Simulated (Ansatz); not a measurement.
**SiCl₂F₂ + SiH₄ + H₂O: a complex and its separated parts**

The complex below is one end of an elementary step. How strongly is it bound against its free parts?

Program: Ansatz 0.2.0, Gaussian basis. Level of theory: PBE0-D4/def2-TZVP structures, single points in def2-TZVPP, no counterpoise correction. These are calculated values, not measurements.

Levels: SPW92, PBE-D4, BLYP-D4, r2SCAN-D4, B97M-V, PBE0-D4, B3LYP-D4, r2SCAN0-D4, BHLYP-D4, CAM-B3LYP-D4, wB97X-V, wB97M-V, B2PLYP, PBE-QIDH, RPA on PBE, Hartree-Fock, MP2, CCSD, CCSD(T).

Cores are frozen in the correlated methods. B3LYP uses VWN-RPA correlation. B2PLYP carries no dispersion term here.

115 further runs of the same task are left out: 2 that didn't finish, 113 set aside as unsound or not needed.

## 1. Where the work starts

The complex: 13 atoms, charge 0, spin multiplicity 1.

Atoms are counted from 1 here; the program's logs count them from 0.

Bond lengths: Si1–Cl3 2.004 Å, Si1–Cl4 2.018 Å, Si1–F5 1.572 Å, Si1–F7 1.573 Å, Si2–H8 1.488 Å, Si2–H10 1.483 Å, Si2–H11 1.485 Å, Si2–H12 1.482 Å, H6–O9 0.961 Å, O9–H13 0.960 Å. Angles: Cl3–Si1–Cl4 110.0°, Cl3–Si1–F5 111.7°, Cl3–Si1–F7 111.3°, Cl4–Si1–F5 107.1°, Cl4–Si1–F7 107.1°, F5–Si1–F7 109.4°, H8–Si2–H10 109.2°, H8–Si2–H11 108.4°, H8–Si2–H12 109.3°, H10–Si2–H11 109.8°, H10–Si2–H12 110.3°, H11–Si2–H12 109.8°, H6–O9–H13 105.6°.

Coordinates:

```
Si   -1.1089   -1.2725    1.4906
Si    0.2789    0.9371   -2.2738
Cl   -0.0701   -2.3739    0.1781
Cl   -2.8853   -2.1506    1.8747
F    -0.3536   -1.1374    2.8631
H     1.2631    1.1464    0.7432
F    -1.4151    0.1603    0.9184
H     0.4082    1.8956   -1.1425
O     1.4879    0.3255    1.1891
H    -1.0505    0.2840   -2.2098
H     0.4060    1.6938   -3.5450
H     1.3553   -0.0781   -2.1826
H     1.6838    0.5697    2.0967
```

Its parts: SiCl₂F₂ holds atoms 1, 3, 4, 5, 7; SiH₄ holds atoms 2, 8, 10, 11, 12; H₂O holds atoms 6, 9, 13. Each part counts its atoms afresh in its own runs.

## 2. Relaxing SiCl₂F₂ alone

relax-a/in.yaml reads:

```yaml
crystal:
  periodic: [false, false, false]
  atoms:
    - {symbol: Si, position_ang: [-1.108942, -1.272548, 1.490605]}
    - {symbol: Cl, position_ang: [-0.070056, -2.373930, 0.178073]}
    - {symbol: Cl, position_ang: [-2.885266, -2.150569, 1.874667]}
    - {symbol: F, position_ang: [-0.353583, -1.137376, 2.863062]}
    - {symbol: F, position_ang: [-1.415114, 0.160309, 0.918440]}
basis:
  gaussian: {orbitals: def2-TZVP}
hamiltonian: {xc: pbe0, dispersion: d4}
relax: {f_tol: 0.005, max_steps: 200}
```

On the command line:

```sh
> ansatz run in.yaml --threads 4 --pin off --events-out ev --progress --plain --max-ram 66560MiB --backend cuda --devices 0, --max-vram 37GiB
```

Log (excerpt; [...] marks lines left out):

```text
Functional definition: PBE0
  name "PBE0"
  cite "Adamo & Barone, J. Chem. Phys. 110, 6158 (1999) doi:10.1063/1.478522"
  cite "Perdew, Burke & Ernzerhof, Phys. Rev. Lett. 77, 3865 (1996) doi:10.1103/PhysRevLett.77.3865"
  parent pbe
[...]
1116 factors; their error is unknown
[...]
mean field -38350.13906157 eV, -1409.3416158549 hartree, gradient 2.3e-5 eV, S^2 0.000000; 0 other end points of the search recorded, 0 dependent functions left out
[...]
reference -38350.13908533 eV, -1409.3416167279 hartree; 33, 33 occupied and 140, 140 virtual orbitals, 1116 factors
[...]
reference -38350.16310021 eV, -1409.3424992584 hartree; 33, 33 occupied and 140, 140 virtual orbitals, 1116 factors
Total energy: -38350.30413469 eV, -1409.3476821799 hartree
Atom 0 at    -1.142623    -1.286505     1.497575 Å, force    -0.000011     0.000045     0.000033 eV/Å
Atom 1 at    -0.055201    -2.351045     0.188727 Å, force    -0.000015    -0.000381    -0.000237 eV/Å
Atom 2 at    -2.909374    -2.157835     1.882545 Å, force    -0.000251    -0.000370    -0.000125 eV/Å
Atom 3 at    -0.337271    -1.131456     2.836932 Å, force     0.000469    -0.000035     0.000742 eV/Å
Atom 4 at    -1.388492     0.152726     0.919068 Å, force    -0.000193     0.000742    -0.000414 eV/Å
Dipole moment:    -0.043361    -0.123535    -0.058951 e Å
```

Wall time 7 s (1 × a share of an NVIDIA H100 with 4 threads of AMD EPYC 7R13, shared host).

Along the way:

```csv
step,energy from step 1 (eV),largest force component (eV/Å)
1,0.0000,0.6679
2,-0.0196,0.1561
3,-0.0235,0.0388
4,-0.0238,0.0253
5,-0.0239,0.0007
```

Close pairs (by a distance rule), those that changed most:

```csv
bond,before (Å),after (Å),change (Å)
Si1–Cl3,2.018,2.007,-0.011
Si1–Cl2,2.004,2.007,+0.003
Si1–F5,1.573,1.571,-0.002
Si1–F4,1.572,1.571,-0.002
```

## 3. Relaxing SiH₄ alone

relax-b/in.yaml reads:

```yaml
crystal:
  periodic: [false, false, false]
  atoms:
    - {symbol: Si, position_ang: [0.278930, 0.937055, -2.273808]}
    - {symbol: H, position_ang: [0.408211, 1.895571, -1.142515]}
    - {symbol: H, position_ang: [-1.050472, 0.284037, -2.209794]}
    - {symbol: H, position_ang: [0.406026, 1.693829, -3.545040]}
    - {symbol: H, position_ang: [1.355344, -0.078081, -2.182603]}
basis:
  gaussian: {orbitals: def2-TZVP}
hamiltonian: {xc: pbe0, dispersion: d4}
relax: {f_tol: 0.005, max_steps: 200}
```

On the command line:

```sh
> ansatz run in.yaml --threads 4 --pin off --events-out ev --progress --plain --max-ram 66560MiB --backend cpu
```

Log (excerpt; [...] marks lines left out):

```text
[... 5 set-up lines as earlier in the session ...]
[...]
444 factors; their error is unknown
[...]
mean field -7939.08420939 eV, -291.7559633906 hartree, gradient 1.6e-5 eV, S^2 0.000000; 0 other end points of the search recorded, 0 dependent functions left out
[...]
Atom 1 at     0.408762     1.894206    -1.135361 Å, force     0.000309     0.002248     0.002669 eV/Å
Atom 2 at    -1.046461     0.281812    -2.212173 Å, force    -0.004117    -0.001757     0.000279 eV/Å
Atom 3 at     0.405497     1.687686    -3.550815 Å, force     0.000355     0.002192    -0.003453 eV/Å
Atom 4 at     1.350630    -0.077808    -2.184675 Å, force     0.003442    -0.002923     0.000384 eV/Å
Dipole moment:     0.000004     0.000031     0.000015 e Å
```

Wall time 1.1 s (4 threads of AMD EPYC 7R13, shared host).

The steps of the relaxation:

```csv
step,energy from step 1 (eV),largest force component (eV/Å)
1,0.0000,0.1881
2,-0.0011,0.0255
3,-0.0012,0.0041
```

Distances of close pairs at the start and the end, largest changes first:

```csv
bond,before (Å),after (Å),change (Å)
Si1–H2,1.488,1.485,-0.004
Si1–H5,1.482,1.484,+0.002
Si1–H3,1.483,1.484,+0.002
Si1–H4,1.485,1.485,-0.000
```

## 4. Relaxing H₂O alone

relax-c/in.yaml reads:

```yaml
crystal:
  periodic: [false, false, false]
  atoms:
    - {symbol: H, position_ang: [1.263072, 1.146440, 0.743175]}
    - {symbol: O, position_ang: [1.487910, 0.325453, 1.189119]}
    - {symbol: H, position_ang: [1.683840, 0.569710, 2.096718]}
basis:
  gaussian: {orbitals: def2-TZVP}
hamiltonian: {xc: pbe0, dispersion: d4}
relax: {f_tol: 0.005, max_steps: 200}
```

On the command line:

```sh
> ansatz run in.yaml --threads 4 --pin off --events-out ev --progress --plain --max-ram 66560MiB --backend cpu
```

Log (excerpt; [...] marks lines left out):

```text
[... 5 set-up lines as earlier in the session ...]
[...]
239 factors; their error is unknown
[...]
mean field -2078.33279118 eV, -76.3773213313 hartree, gradient 1.2e-5 eV, S^2 0.000000; 0 other end points of the search recorded, 0 dependent functions left out
[...]
reference -2078.33309082 eV, -76.3773323427 hartree; 5, 5 occupied and 38, 38 virtual orbitals, 239 factors
Total energy: -2078.33734664 eV, -76.3774887413 hartree
Atom 0 at     1.264074     1.145886     0.746841 Å, force    -0.000003     0.000011    -0.000008 eV/Å
Atom 1 at     1.487879     0.323656     1.188023 Å, force    -0.000003    -0.000018    -0.000022 eV/Å
Atom 2 at     1.682869     0.572062     2.094148 Å, force     0.000007     0.000007     0.000030 eV/Å
Dipole moment:    -0.010624     0.394773     0.171438 e Å
```

It took 0.71 s on 4 threads of AMD EPYC 7R13, shared host.

Step by step:

```csv
step,energy from step 1 (eV),largest force component (eV/Å)
1,0.0000,0.0800
2,-0.0002,0.0258
3,-0.0003,0.0125
4,-0.0003,0.0000
```

Close pairs (by a distance rule), those that changed most:

```csv
bond,before (Å),after (Å),change (Å)
H1–O2,0.961,0.960,-0.001
O2–H3,0.960,0.960,-0.001
```

## 5. SPW92/def2-TZVPP

parta/in.yaml reads:

```yaml
crystal:
  periodic: [false, false, false]
  atoms:
    - {symbol: Si, position_ang: [-1.142623, -1.286505, 1.497575]}
    - {symbol: Cl, position_ang: [-0.055201, -2.351045, 0.188727]}
    - {symbol: Cl, position_ang: [-2.909374, -2.157835, 1.882545]}
    - {symbol: F, position_ang: [-0.337271, -1.131456, 2.836932]}
    - {symbol: F, position_ang: [-1.388492, 0.152726, 0.919068]}
basis:
  gaussian: {orbitals: def2-TZVPP}
hamiltonian: {xc: lda}
```

partb/in.yaml reads:

```yaml
crystal:
  periodic: [false, false, false]
  atoms:
    - {symbol: Si, position_ang: [0.279612, 0.946514, -2.270736]}
    - {symbol: H, position_ang: [0.408762, 1.894206, -1.135361]}
    - {symbol: H, position_ang: [-1.046461, 0.281812, -2.212173]}
    - {symbol: H, position_ang: [0.405497, 1.687686, -3.550815]}
    - {symbol: H, position_ang: [1.350630, -0.077808, -2.184675]}
basis:
  gaussian: {orbitals: def2-TZVPP}
hamiltonian: {xc: lda}
```

partc/in.yaml reads:

```yaml
crystal:
  periodic: [false, false, false]
  atoms:
    - {symbol: H, position_ang: [1.264074, 1.145886, 0.746841]}
    - {symbol: O, position_ang: [1.487879, 0.323656, 1.188023]}
    - {symbol: H, position_ang: [1.682869, 0.572062, 2.094148]}
basis:
  gaussian: {orbitals: def2-TZVPP}
hamiltonian: {xc: lda}
```

Each run has its own folder and the same command.

On the command line:

```sh
> ansatz run in.yaml --threads 4 --pin off --events-out ev --progress --plain --max-ram 66560MiB --backend cpu
```

parta printed (excerpt; [...] marks lines left out):

```text
Functional definition: SPW92
  name "SPW92"
  cite "Dirac, Proc. Camb. Phil. Soc. 26, 376 (1930) doi:10.1017/S0305004100016108"
  cite "Slater, Phys. Rev. 81, 385 (1951) doi:10.1103/PhysRev.81.385"
  cite "Perdew & Wang, Phys. Rev. B 45, 13244 (1992) doi:10.1103/PhysRevB.45.13244"
[...]
1188 factors; their error is unknown
[...]
mean field -38220.39836318 eV, -1404.5737331306 hartree, gradient 7.0e-5 eV, S^2 0.000000; 0 other end points of the search recorded, 0 dependent functions left out
reference -38220.39839371 eV, -1404.5737342522 hartree; 33, 33 occupied and 155, 155 virtual orbitals, 1188 factors
Total energy: -38220.39839371 eV, -1404.5737342522 hartree
```

Output in partb (excerpt; [...] marks lines left out):

```text
[... 5 set-up lines as earlier in the session ...]
[...]
524 factors; their error is unknown
[...]
mean field -7909.52591349 eV, -290.6697160516 hartree, gradient 2.9e-5 eV, S^2 0.000000; 0 other end points of the search recorded, 0 dependent functions left out
reference -7909.52594558 eV, -290.6697172308 hartree; 9, 9 occupied and 89, 89 virtual orbitals, 524 factors
Total energy: -7909.52594558 eV, -290.6697172308 hartree
```

Output in partc (excerpt; [...] marks lines left out):

```text
[... 5 set-up lines as earlier in the session ...]
[...]
269 factors; their error is unknown
[...]
mean field -2065.39694304 eV, -75.9019376803 hartree, gradient 5.3e-5 eV, S^2 0.000000; 0 other end points of the search recorded, 0 dependent functions left out
reference -2065.39696187 eV, -75.9019383723 hartree; 5, 5 occupied and 54, 54 virtual orbitals, 269 factors
Total energy: -2065.39696187 eV, -75.9019383723 hartree
```

Wall times: 0.76 s (parta), 0.2 s (partb), 0.15 s (partc) on 4 threads of AMD EPYC 7R13, shared host.

## 6. PBE-D4/def2-TZVPP

The same edit goes into each in.yaml of step 5 (parta, partb, partc):

```diff
-hamiltonian: {xc: lda}
+hamiltonian: {xc: pbe, dispersion: d4}
```

Each run has its own folder and the same command.

On the command line:

```sh
> ansatz run in.yaml --threads 4 --pin off --events-out ev --progress --plain --max-ram 66560MiB --backend cpu
```

Log of parta (excerpt; [...] marks lines left out):

```text
Functional definition: PBE
  name "PBE"
[... 2 set-up lines as earlier in the session ...]
[...]
1188 factors; their error is unknown
[...]
mean field -38347.40158706 eV, -1409.2410155221 hartree, gradient 3.3e-5 eV, S^2 0.000000; 0 other end points of the search recorded, 0 dependent functions left out
reference -38347.40161988 eV, -1409.2410167284 hartree; 33, 33 occupied and 155, 155 virtual orbitals, 1188 factors
Total energy: -38347.56901023 eV, -1409.2471682102 hartree
```

Output in partb (excerpt; [...] marks lines left out):

```text
[... 4 set-up lines as earlier in the session ...]
[...]
524 factors; their error is unknown
[...]
mean field -7938.15277396 eV, -291.7217337697 hartree, gradient 2.3e-5 eV, S^2 0.000000; 0 other end points of the search recorded, 0 dependent functions left out
reference -7938.15280826 eV, -291.7217350302 hartree; 9, 9 occupied and 89, 89 virtual orbitals, 524 factors
Total energy: -7938.19514903 eV, -291.7232910250 hartree
```

Log of partc (excerpt; [...] marks lines left out):

```text
[... 4 set-up lines as earlier in the session ...]
[...]
269 factors; their error is unknown
[...]
mean field -2078.40756891 eV, -76.3800693621 hartree, gradient 4.4e-5 eV, S^2 0.000000; 0 other end points of the search recorded, 0 dependent functions left out
reference -2078.40758938 eV, -76.3800701144 hartree; 5, 5 occupied and 54, 54 virtual orbitals, 269 factors
Total energy: -2078.41290643 eV, -76.3802655124 hartree
```

Times: 1.1 s (parta), 0.3 s (partb), 0.2 s (partc) on 4 threads of AMD EPYC 7R13, shared host.

## 7. BLYP-D4/def2-TZVPP

Each input of step 6 (parta, partb, partc) changes in the same lines:

```diff
-hamiltonian: {xc: pbe, dispersion: d4}
+hamiltonian: {xc: {name: BLYP}, dispersion: d4}
```

Each run has its own folder and the same command.

On the command line:

```sh
> ansatz run in.yaml --threads 4 --pin off --events-out ev --progress --plain --max-ram 66560MiB --backend cpu
```

Output in parta (excerpt; [...] marks lines left out):

```text
Functional definition: BLYP
  name "BLYP"
  cite "Becke, Phys. Rev. A 38, 3098 (1988) doi:10.1103/PhysRevA.38.3098"
  cite "Lee, Yang & Parr, Phys. Rev. B 37, 785 (1988) doi:10.1103/PhysRevB.37.785"
[...]
1188 factors; their error is unknown
[...]
mean field -38366.19253539 eV, -1409.9315701364 hartree, gradient 6.0e-6 eV, S^2 0.000000; 0 other end points of the search recorded, 0 dependent functions left out
reference -38366.19285209 eV, -1409.9315817749 hartree; 33, 33 occupied and 155, 155 virtual orbitals, 1188 factors
Total energy: -38366.56204427 eV, -1409.9451493371 hartree
```

Log of partb (excerpt; [...] marks lines left out):

```text
[... 4 set-up lines as earlier in the session ...]
[...]
524 factors; their error is unknown
[...]
mean field -7942.32369348 eV, -291.8750122350 hartree, gradient 1.9e-5 eV, S^2 0.000000; 0 other end points of the search recorded, 0 dependent functions left out
reference -7942.32397496 eV, -291.8750225793 hartree; 9, 9 occupied and 89, 89 virtual orbitals, 524 factors
Total energy: -7942.42239085 eV, -291.8786392966 hartree
```

Log of partc (excerpt; [...] marks lines left out):

```text
[... 4 set-up lines as earlier in the session ...]
[...]
269 factors; their error is unknown
[...]
mean field -2080.27678376 eV, -76.4487617408 hartree, gradient 8.6e-5 eV, S^2 0.000000; 0 other end points of the search recorded, 0 dependent functions left out
reference -2080.27697330 eV, -76.4487687065 hartree; 5, 5 occupied and 54, 54 virtual orbitals, 269 factors
Total energy: -2080.28981571 eV, -76.4492406562 hartree
```

Times: 1.1 s (parta), 0.3 s (partb), 0.2 s (partc) on 4 threads of AMD EPYC 7R13, shared host.

## 8. r2SCAN-D4/def2-TZVPP

The same edit goes into each in.yaml of step 7 (parta, partb, partc):

```diff
-hamiltonian: {xc: {name: BLYP}, dispersion: d4}
+hamiltonian: {xc: r2scan, dispersion: d4}
```

One command serves all of them, each in its own folder.

On the command line:

```sh
> ansatz run in.yaml --threads 4 --pin off --events-out ev --progress --plain --max-ram 66560MiB --backend cpu
```

parta printed (excerpt; [...] marks lines left out):

```text
Functional definition: r2SCAN
  name "r2SCAN"
  cite "Furness, Kaplan, Ning, Perdew & Sun, J. Phys. Chem. Lett. 11, 8208 (2020) doi:10.1021/acs.jpclett.0c02405"
  cite "Furness, Kaplan, Ning, Perdew & Sun, J. Phys. Chem. Lett. 11, 9248 (2020) doi:10.1021/acs.jpclett.0c03077"
  parent r2scan
[...]
1188 factors; their error is unknown
[...]
mean field -38362.46012917 eV, -1409.7944067377 hartree, gradient 3.2e-5 eV, S^2 0.000000; 0 other end points of the search recorded, 0 dependent functions left out
reference -38362.46013747 eV, -1409.7944070425 hartree; 33, 33 occupied and 155, 155 virtual orbitals, 1188 factors
Total energy: -38362.49658364 eV, -1409.7957464146 hartree
```

Output in partb (excerpt; [...] marks lines left out):

```text
[... 5 set-up lines as earlier in the session ...]
[...]
524 factors; their error is unknown
[...]
mean field -7941.75745372 eV, -291.8542033076 hartree, gradient 1.3e-5 eV, S^2 0.000000; 0 other end points of the search recorded, 0 dependent functions left out
reference -7941.75746432 eV, -291.8542036970 hartree; 9, 9 occupied and 89, 89 virtual orbitals, 524 factors
Total energy: -7941.76703347 eV, -291.8545553569 hartree
```

partc printed (excerpt; [...] marks lines left out):

```text
[... 5 set-up lines as earlier in the session ...]
[...]
269 factors; their error is unknown
[...]
mean field -2079.58114710 eV, -76.4231975654 hartree, gradient 8.5e-5 eV, S^2 0.000000; 0 other end points of the search recorded, 0 dependent functions left out
reference -2079.58115231 eV, -76.4231977566 hartree; 5, 5 occupied and 54, 54 virtual orbitals, 269 factors
Total energy: -2079.58242483 eV, -76.4232445210 hartree
```

They took 2.1 s (parta), 0.55 s (partb), 0.35 s (partc) on 4 threads of AMD EPYC 7R13, shared host.

## 9. B97M-V/def2-TZVPP

The same edit goes into each in.yaml of step 8 (parta, partb, partc):

```diff
-hamiltonian: {xc: r2scan, dispersion: d4}
+hamiltonian: {xc: {name: B97M-V}}
```

One command serves all of them, each in its own folder.

On the command line:

```sh
> ansatz run in.yaml --threads 4 --pin off --events-out ev --progress --plain --max-ram 66560MiB --backend cpu
```

Output in parta (excerpt; [...] marks lines left out):

```text
Functional definition: B97M-V
  name "B97M-V"
  cite "Mardirossian & Head-Gordon, J. Chem. Phys. 142, 074111 (2015) doi:10.1063/1.4907719"
  cite "Becke, J. Chem. Phys. 107, 8554 (1997) doi:10.1063/1.475007"
  cite "Vydrov & Van Voorhis, J. Chem. Phys. 133, 244103 (2010) doi:10.1063/1.3521275"
  # Of w^i u^j: cxij and so on, Table III.
[...]
  gx(w, u) = cx00 + cx01*u + cx02*u^2 + (cx10 + cx11*u)*w
[...]
  gos(w, u) = cos00 + cos01*u + cos03*u^3 + cos10*w + cos32*w^3*u^2
[...]
      + integral(e_c_pw_mod_opposite_spin*gos(b97_w_opposite, b97_u_opposite)) + vv10(b, c)
1188 factors; their error is unknown
[...]
mean field -38356.49507059 eV, -1409.5751948781 hartree, gradient 1.4e-5 eV, S^2 0.000000; 0 other end points of the search recorded, 0 dependent functions left out
reference -38356.49511584 eV, -1409.5751965410 hartree; 33, 33 occupied and 155, 155 virtual orbitals, 1188 factors
Total energy: -38356.49511584 eV, -1409.5751965410 hartree
```

Output in partb (excerpt; [...] marks lines left out):

```text
[... 5 set-up lines as earlier in the session ...]
  # Of w^i u^j: cxij and so on, Table III.
[...]
  gx(w, u) = cx00 + cx01*u + cx02*u^2 + (cx10 + cx11*u)*w
[...]
  gos(w, u) = cos00 + cos01*u + cos03*u^3 + cos10*w + cos32*w^3*u^2
[...]
      + integral(e_c_pw_mod_opposite_spin*gos(b97_w_opposite, b97_u_opposite)) + vv10(b, c)
524 factors; their error is unknown
[...]
mean field -7940.58588759 eV, -291.8111490467 hartree, gradient 3.9e-5 eV, S^2 0.000000; 0 other end points of the search recorded, 0 dependent functions left out
reference -7940.58594002 eV, -291.8111509734 hartree; 9, 9 occupied and 89, 89 virtual orbitals, 524 factors
Total energy: -7940.58594002 eV, -291.8111509734 hartree
```

partc printed (excerpt; [...] marks lines left out):

```text
[... 5 set-up lines as earlier in the session ...]
  # Of w^i u^j: cxij and so on, Table III.
[...]
  gx(w, u) = cx00 + cx01*u + cx02*u^2 + (cx10 + cx11*u)*w
[...]
  gos(w, u) = cos00 + cos01*u + cos03*u^3 + cos10*w + cos32*w^3*u^2
[...]
      + integral(e_c_pw_mod_opposite_spin*gos(b97_w_opposite, b97_u_opposite)) + vv10(b, c)
269 factors; their error is unknown
[...]
mean field -2079.93551322 eV, -76.4362202800 hartree, gradient 2.9e-5 eV, S^2 0.000000; 0 other end points of the search recorded, 0 dependent functions left out
reference -2079.93554004 eV, -76.4362212654 hartree; 5, 5 occupied and 54, 54 virtual orbitals, 269 factors
Total energy: -2079.93554004 eV, -76.4362212654 hartree
```

Wall times: 3.2 s (parta), 0.91 s (partb), 0.45 s (partc) on 4 threads of AMD EPYC 7R13, shared host.

## 10. PBE0-D4/def2-TZVPP

Each input of step 9 (parta, partb, partc) changes in the same lines:

```diff
-hamiltonian: {xc: {name: B97M-V}}
+hamiltonian: {xc: pbe0, dispersion: d4}
+output: {orbitals: {seedname: orbitals}}
```

The same command starts each run, in its folder.

On the command line:

```sh
> ansatz run in.yaml --threads 4 --pin off --events-out ev --progress --plain --max-ram 66560MiB --backend cpu
```

Log of parta (excerpt; [...] marks lines left out):

```text
[... 5 set-up lines as earlier in the session ...]
[...]
1253 factors; their error is unknown
[...]
mean field -38350.16989025 eV, -1409.3427487878 hartree, gradient 5.4e-5 eV, S^2 0.000000; 0 other end points of the search recorded, 0 dependent functions left out
reference -38350.16991401 eV, -1409.3427496609 hartree; 33, 33 occupied and 155, 155 virtual orbitals, 1253 factors
Total energy: -38350.31094849 eV, -1409.3479325824 hartree
```

partb printed (excerpt; [...] marks lines left out):

```text
[... 5 set-up lines as earlier in the session ...]
[...]
527 factors; their error is unknown
[...]
mean field -7939.10185626 eV, -291.7566119012 hartree, gradient 5.6e-5 eV, S^2 0.000000; 0 other end points of the search recorded, 0 dependent functions left out
reference -7939.10188216 eV, -291.7566128527 hartree; 9, 9 occupied and 89, 89 virtual orbitals, 527 factors
Total energy: -7939.13646324 eV, -291.7578836839 hartree
```

Log of partc (excerpt; [...] marks lines left out):

```text
[... 5 set-up lines as earlier in the session ...]
[...]
269 factors; their error is unknown
[...]
mean field -2078.42782073 eV, -76.3808136028 hartree, gradient 1.2e-5 eV, S^2 0.000000; 0 other end points of the search recorded, 0 dependent functions left out
reference -2078.42783523 eV, -76.3808141358 hartree; 5, 5 occupied and 54, 54 virtual orbitals, 269 factors
Total energy: -2078.43209105 eV, -76.3809705343 hartree
```

Wall times: 1.9 s (parta), 0.36 s (partb), 0.21 s (partc) on 4 threads of AMD EPYC 7R13, shared host.

[end of part 1 of 3]
